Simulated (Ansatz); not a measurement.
# FeGe: the cost of one run

Method: DFT PBE, scalar-relativistic, plane waves, PAW, in Ansatz 0.2.0.

These runs use a low cutoff (300 eV) and a coarse mesh on purpose, to show what cheap settings give: their numbers aren't properties of the material.

### 1 Starting point

Symmetry: P2_13, No. 198, cubic system. Conventional cell: a = 4.689 Å, b = 4.689 Å, c = 4.689 Å, α = 90.00°, β = 90.00°, γ = 90.00°. Fe (site symmetry 3) has 7 Ge at 2.38 to 2.64 Å as nearest neighbours. Around Ge (site symmetry 3) lie 7 Fe at 2.38 to 2.64 Å.

Structure file:

```cif
data_structure
_symmetry_space_group_name_H-M 'P2_13'
_symmetry_Int_Tables_number 198
_cell_length_a 4.6890
_cell_length_b 4.6890
_cell_length_c 4.6890
_cell_angle_alpha 90.000
_cell_angle_beta 90.000
_cell_angle_gamma 90.000
_cell_volume 103.10
loop_
_atom_site_label
_atom_site_type_symbol
_atom_site_symmetry_multiplicity
_atom_site_Wyckoff_symbol
_atom_site_fract_x
_atom_site_fract_y
_atom_site_fract_z
_atom_site_occupancy
Fe1 Fe 4 a 0.13500 0.13500 0.13500 1
Ge1 Ge 4 a 0.84200 0.84200 0.84200 1
```

The moments start at Fe 2.50 μB.

### 2 Full relaxation

input.yaml reads:

```yaml
crystal:
  lattice:
    - [4.689, 0.0, 0.0]
    - [0.0, 4.689, 0.0]
    - [0.0, 0.0, 4.689]
  atoms:
    - { symbol: Fe, position: [0.135, 0.135, 0.135], spin: 2.5 }
    - { symbol: Fe, position: [0.365, 0.865, 0.635], spin: 2.5 }
    - { symbol: Fe, position: [0.635, 0.365, 0.865], spin: 2.5 }
    - { symbol: Fe, position: [0.865, 0.635, 0.365], spin: 2.5 }
    - { symbol: Ge, position: [0.842, 0.842, 0.842] }
    - { symbol: Ge, position: [0.658, 0.158, 0.342] }
    - { symbol: Ge, position: [0.342, 0.658, 0.158] }
    - { symbol: Ge, position: [0.158, 0.342, 0.658] }
basis:
  ecutwfc: 300
  ecutrho_ratio: 4
kpoints:
  mp_grid: { grid: [4, 4, 4] }
hamiltonian:
  xc: pbe
scf:
  occupations: { method: gaussian, width: 0.05 }
output:
  forces: true
  stress: true
  eigenvalues: true
  populations: true
magnetization:
  spin_polarized: true
relax:
  f_tol: 0.01
  max_steps: 60
  cell: { stress_tol: 0.04 }
```

Started as:

```
> ansatz run input.yaml --threads 2 --pin off --max-ram 5120MiB --backend cpu --events-out ev --progress --plain --runs-dir out
```

What time and memory should one allow on 2 threads of Arm Neoverse V2, shared host?

About 78 s, with a peak of 0.42 GiB.
